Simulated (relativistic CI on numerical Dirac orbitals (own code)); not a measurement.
# Co⁵⁺ (3d4) in crystal fields: levels and magnetism

Aim: the levels, ground state and powder susceptibility of Co⁵⁺ in 6 parametric crystal fields.

Program: relativistic CI on numerical Dirac orbitals (own code) version 1. Level of theory: Dirac-Coulomb-Breit CI, KLI orbitals optimised for each configuration, model QED (radiative potential, 1s self-energy scaled to tabulated hydrogen-like ionisation energies), one configuration in a parametric crystal field. These are calculated values, not measurements, unless marked.

## (1) The system

| Item | Value |
| --- | --- |
| ion | Co⁵⁺ (Co VI) |
| nuclear charge | 27 |
| electrons | 22 |
| open shell | 3d4 |
| Slater scale | 1 |
| field 1 (cm⁻¹) | Td, 10Dq = -8200 |
| field 2 (cm⁻¹) | Oh, 10Dq = 38850 |
| field 3 (cm⁻¹) | D4h, 10Dq = 16050, Ds = 2700, Dt = 740 |
| field 4 (cm⁻¹) | D4h, 10Dq = 35700, Ds = -1210, Dt = 850 |
| field 5 (cm⁻¹) | D3d, 10Dq = 16350, Dsigma = 830, Dtau = -370 |
| field 6 (cm⁻¹) | D3d, 10Dq = 30050, Dsigma = 670, Dtau = -220 |

The outer shells:

[Ar] 3d4
```
[Ar] core
3d [↑ ][↑ ][↑ ][↑ ][  ]
```

## (2) Field 1: Td, 10Dq = -8200

Settings, as recorded:

```ini
atom Co  Z=27  charge=5  electrons=22
nucleus A=59  rms_radius_fm=3.7875
hamiltonian dirac-coulomb  breit=on  qed=on  c_scale=1
orbitals kli  potential=per-configuration
slater_scale 1
correlation none
mixing on
configurations
  [Ar] 3d4
end
crystal_field Td 10Dq=-8200
```

The program writes no log. Results of the run, from its result record (rounded, main fields):

```text
{
  "status": "converged",
  "cf_levels [E_cm, degeneracy, irrep, S_eff, L_eff, J_eff, g_principal]": [
    [0, 1, "A1", 1.998, 2, 2.026, "-"],
    [66.5, 3, "T1", 1.998, 2, 2.192, "-"],
    [126.1, 3, "T2", 1.999, 2, 2.338, "-"],
    [592.1, 2, "E", 1.999, 2.001, 3.14, "-"],
    [628.6, 3, "T1", 1.999, 2.001, 3.218, "-"],
    [966.1, 3, "T2", 1.999, 2.001, 3.736, "-"],
    [8680.9, 1, "A2", 1.999, 2.001, 3, "-"],
    [8691.6, 3, "T2", 1.999, 2.001, 3.071, "-"],
    [8702.2, 2, "E", 1.999, 2.001, 3.14, "-"],
    [8711, 3, "T1", 1.998, 2.001, 3.2, "-"],
    [8719.7, 1, "A1", 1.998, 2.002, 3.258, "-"],
    [23926.4, 1, "A1", 0.9821, 3.981, 3.643, "-"],
    [24575.7, 3, "T1", 1.002, 4.054, 3.963, "-"],
    [24988.8, 2, "E", 0.9989, 4.165, 4.435, "-"],
    [25060.1, 3, "T2", 1, 4.162, 4.543, "-"],
    [28372.1, 3, "T1", 0.9951, 4.624, 4.559, "-"],
    [28418.4, 1, "A2", 0.9995, 4.488, 5.131, "-"],
    [28454.9, 3, "T2", 0.9995, 4.539, 5.054, "-"],
    "... 27 more rows left out ..."
  ],
  "chiT [K, cm3 K/mol]": [[2, 0.0613331], [5, 0.153333], [10, 0.306657], [20, 0.607194], [50, 1.19353], [100, 1.49779], [200, 1.75616], [300, 1.9589]],
  "stabilisation [cm-1]": -2676.03,
  "radial 3d4 [Ha, bohr]": {"<r^-3>(3d)": 8.0816, "<r^1>(3d)": 0.82657, "<r^2>(3d)": 0.83019, "<r^4>(3d)": 1.3627, "F2(3d,3d)": 0.53263, "F4(3d,3d)": 0.33599, "zeta(3d)": 0.0032571},
  "n_levels_all": 91
}
```

Run time: 0.27 s. Hardware: 1 thread, shared host.

## (3) Field 2: Oh, 10Dq = 38850

Changes to the settings of step 2:

```diff
@@ -10,2 +10,2 @@
 end
-crystal_field Td 10Dq=-8200
+crystal_field Oh 10Dq=38850
```

From the record:

```text
{
  "status": "converged",
  "cf_levels [E_cm, degeneracy, irrep, S_eff, L_eff, J_eff, g_principal]": [
    [0, 1, "A1", 1.089, 3.732, 4.38, "-"],
    [448.9, 3, "T1", 1.085, 3.762, 4.217, "-"],
    [1156.8, 2, "E", 1.086, 3.802, 3.803, "-"],
    [1236.2, 3, "T2", 1.047, 3.854, 3.854, "-"],
    [3778.6, 1, "A2", 2, 2, 3, "-"],
    [3867.2, 3, "T2", 1.97, 2.102, 3.024, "-"],
    [3950.6, 2, "E", 1.946, 2.184, 3.042, "-"],
    [3989.1, 3, "T1", 1.947, 2.18, 3.072, "-"],
    [4030.4, 1, "A1", 1.943, 2.19, 3.088, "-"],
    [17934.7, 3, "T2", 0.01173, 4.639, 4.641, "-"],
    [20257.4, 2, "E", 0.009095, 4.852, 4.854, "-"],
    [34797.6, 1, "A1", 0.4841, 3.814, 3.954, "-"],
    [34814.1, 3, "T1", 0.9998, 4.837, 5.03, "-"],
    [34855.6, 3, "T2", 0.9994, 4.843, 5.017, "-"],
    "... 31 more rows left out ..."
  ],
  "chiT [K, cm3 K/mol]": [[2, 0.0144704], [5, 0.036176], [10, 0.0723519], [20, 0.144704], [50, 0.361757], [100, 0.720208], [200, 1.28925], [300, 1.57039]],
  "stabilisation [cm-1]": -25986.6,
  "n_levels_all": 91
}
```

Run time: 0.27 s. Hardware: 1 thread, shared host.

## (4) Field 3: D4h, 10Dq = 16050, Ds = 2700, Dt = 740

Changes to the settings of step 3:

```diff
@@ -10,2 +10,2 @@
 end
-crystal_field Oh 10Dq=38850
+crystal_field D4h 10Dq=16050 Ds=2700 Dt=740
```

From the record:

```text
{
  "status": "converged",
  "cf_levels [E_cm, degeneracy, irrep, S_eff, L_eff, J_eff, g_principal]": [
    [0, 1, "A1", 1.999, 2.001, 2.889, "-"],
    [0.3, 1, "A2", 1.999, 2.001, 2.89, "-"],
    [37.6, 2, "E", 1.999, 2, 2.951, "-"],
    [50, 1, "B1", 1.999, 2, 2.972, "-"],
    [14421.7, 1, "A1", 1.997, 2.003, 2.681, "-"],
    [14446.4, 2, "E", 1.998, 2.002, 2.738, "-"],
    [14518.2, 1, "B2", 1.998, 2.002, 2.903, "-"],
    [14519.3, 1, "B1", 1.999, 2.002, 2.908, "-"],
    [16058.7, 1, "B2", 1.999, 2.001, 2.887, "-"],
    [16067.4, 2, "E", 1.999, 2.001, 2.929, "-"],
    [16093.6, 1, "A2", 1.998, 2.001, 3.055, "-"],
    [16094.9, 1, "A1", 1.998, 2.001, 3.063, "-"],
    [20175.4, 2, "E", 1.998, 2.002, 2.487, "-"],
    [20338.8, 1, "A2", 1.998, 2.002, 2.76, "-"],
    "... 31 more rows left out ..."
  ],
  "chiT [K, cm3 K/mol]": [[2, 1.90243], [5, 2.01768], [10, 2.19749], [20, 2.47984], [50, 2.77334], [100, 2.85422], [200, 2.88552], [300, 2.89753]],
  "stabilisation [cm-1]": -13262.5,
  "n_levels_all": 160
}
```

It took 0.21 s on 1 thread, shared host.

## (5) Field 4: D4h, 10Dq = 35700, Ds = -1210, Dt = 850

Changes to the settings of step 4:

```diff
@@ -10,2 +10,2 @@
 end
-crystal_field D4h 10Dq=16050 Ds=2700 Dt=740
+crystal_field D4h 10Dq=35700 Ds=-1210 Dt=850
```

From the record:

```text
{
  "status": "converged",
  "cf_levels [E_cm, degeneracy, irrep, S_eff, L_eff, J_eff, g_principal]": [
    [0, 1, "A1", 1.628, 2.915, 3.476, "-"],
    [134, 2, "E", 1.652, 2.873, 3.454, "-"],
    [724.9, 1, "B1", 1.996, 2.009, 2.981, "-"],
    [727.3, 1, "B2", 1.997, 2.008, 2.983, "-"],
    [1222.4, 1, "A2", 1.987, 2.03, 2.966, "-"],
    [1226, 1, "A1", 1.988, 2.028, 2.969, "-"],
    [1294.8, 2, "E", 1.994, 2.014, 2.979, "-"],
    [1318.7, 1, "B1", 1.997, 2.008, 2.985, "-"],
    [1608.9, 2, "E", 1.464, 3.273, 3.692, "-"],
    [1699.4, 1, "A1", 1.49, 3.229, 3.655, "-"],
    [8265.4, 1, "A1", 1.021, 3.892, 4.278, "-"],
    [8273.5, 1, "A2", 1.02, 3.892, 4.337, "-"],
    [8550.8, 2, "E", 1.011, 3.927, 4.113, "-"],
    [8793.3, 1, "B2", 1.001, 3.961, 3.92, "-"],
    "... 31 more rows left out ..."
  ],
  "chiT [K, cm3 K/mol]": [[2, 0.0425089], [5, 0.106272], [10, 0.212544], [20, 0.425074], [50, 1.02142], [100, 1.5556], [200, 1.84875], [300, 1.97852]],
  "stabilisation [cm-1]": -18405.8,
  "n_levels_all": 160
}
```

Run time: 0.22 s. Hardware: 1 thread, shared host.

## (6) Field 5: D3d, 10Dq = 16350, Dsigma = 830, Dtau = -370

Changes to the settings of step 5:

```diff
@@ -10,2 +10,2 @@
 end
-crystal_field D4h 10Dq=35700 Ds=-1210 Dt=850
+crystal_field D3d 10Dq=16350 Dsigma=830 Dtau=-370
```

From the record:

```text
{
  "status": "converged",
  "cf_levels [E_cm, degeneracy, irrep, S_eff, L_eff, J_eff, g_principal]": [
    [0, 1, "A1", 1.998, 2.002, 2.668, "-"],
    [3.4, 1, "A2", 1.998, 2.002, 2.671, "-"],
    [82.3, 2, "E", 1.998, 2.002, 2.808, "-"],
    [156.4, 2, "E", 1.999, 2.001, 2.932, "-"],
    [205.5, 1, "A1", 1.998, 2.002, 3.016, "-"],
    [250, 1, "A2", 1.999, 2.001, 3.08, "-"],
    [287.6, 2, "E", 1.999, 2.001, 3.146, "-"],
    [15035.2, 1, "A1", 1.997, 2.001, 2.303, "-"],
    [15066.6, 2, "E", 1.998, 2.001, 2.335, "-"],
    [15169.3, 2, "E", 1.999, 2.001, 2.45, "-"],
    [15439, 1, "A1", 1.998, 2.003, 2.727, "-"],
    [15439.1, 1, "A2", 1.998, 2.003, 2.727, "-"],
    [15738.4, 1, "A2", 1.998, 2.003, 3.207, "-"],
    [15740.5, 2, "E", 1.998, 2.003, 3.244, "-"],
    "... 31 more rows left out ..."
  ],
  "chiT [K, cm3 K/mol]": [[2, 1.05343], [5, 1.45499], [10, 1.61781], [20, 1.80573], [50, 2.16551], [100, 2.44592], [200, 2.66988], [300, 2.7591]],
  "stabilisation [cm-1]": -8330.04,
  "n_levels_all": 141
}
```

Run time: 0.17 s. Hardware: 1 thread, shared host.

## (7) Field 6: D3d, 10Dq = 30050, Dsigma = 670, Dtau = -220

Changes to the settings of step 6:

```diff
@@ -10,2 +10,2 @@
 end
-crystal_field D3d 10Dq=16350 Dsigma=830 Dtau=-370
+crystal_field D3d 10Dq=30050 Dsigma=670 Dtau=-220
```

From the record:

```text
{
  "status": "converged",
  "cf_levels [E_cm, degeneracy, irrep, S_eff, L_eff, J_eff, g_principal]": [
    [0, 1, "A1", 1.977, 2.057, 2.929, "-"],
    [39.3, 1, "A2", 1.985, 2.039, 2.899, "-"],
    [76, 2, "E", 1.985, 2.037, 2.951, "-"],
    [134.3, 2, "E", 1.991, 2.022, 2.968, "-"],
    [165.3, 1, "A1", 1.995, 2.013, 2.973, "-"],
    [204, 2, "E", 1.995, 2.014, 3.04, "-"],
    [229.1, 1, "A2", 1.999, 2.002, 3.019, "-"],
    [6072.1, 1, "A1", 1.037, 3.83, 4.474, "-"],
    [6389.5, 1, "A2", 1.026, 3.871, 4.287, "-"],
    [6414.2, 2, "E", 1.025, 3.876, 4.319, "-"],
    [6864.1, 2, "E", 1.008, 3.941, 3.924, "-"],
    [7037.5, 2, "E", 1.011, 3.947, 3.886, "-"],
    [7042.1, 1, "A1", 1.005, 3.958, 3.898, "-"],
    [22469.7, 1, "A1", 0.02999, 4.754, 4.761, "-"],
    "... 31 more rows left out ..."
  ],
  "chiT [K, cm3 K/mol]": [[2, 0.143012], [5, 0.357524], [10, 0.712275], [20, 1.33272], [50, 2.2302], [100, 2.63912], [200, 2.82277], [300, 2.87154]],
  "stabilisation [cm-1]": -16712.7,
  "n_levels_all": 141
}
```

Run time: 0.17 s. Hardware: 1 thread, shared host.

## (8) The fields side by side

| field | ground state | degeneracy | S | J | first gap (cm⁻¹) | stabilisation (cm⁻¹) | χT at 2 K | χT at 300 K |
| --- | --- | --- | --- | --- | --- | --- | --- | --- |
| 1: Td | A1 | 1 | 2.00 | 2.03 | 67 | -2676 | 0.061 | 1.959 |
| 2: Oh | A1 | 1 | 1.09 | 4.38 | 449 | -25987 | 0.014 | 1.570 |
| 3: D4h | A1 | 1 | 2.00 | 2.89 | 0 | -13263 | 1.902 | 2.898 |
| 4: D4h | A1 | 1 | 1.63 | 3.48 | 134 | -18406 | 0.043 | 1.979 |
| 5: D3d | A1 | 1 | 2.00 | 2.67 | 3 | -8330 | 1.053 | 2.759 |
| 6: D3d | A1 | 1 | 1.98 | 2.93 | 39 | -16713 | 0.143 | 2.872 |

χT is in cm³ K/mol; stabilisation counts from the free ion's lowest level; S and J come from the expectation values of their squares.

## (9) What came out

```
                           quantity                                                 value
ground spin (effective S from ⟨S²⟩)  1: 2.00, 2: 1.09, 3: 2.00, 4: 1.63, 5: 2.00, 6: 1.98
                        χT at 300 K                                1.57 to 2.90 cm³ K/mol
```

The ground spin ranges from 1.09 to 2.00 over these fields. Fields 1, 2, 4, 6 leave a non-degenerate ground state well apart, so χT falls towards zero on cooling. The field is a set of parameters, without covalency or charge transfer.
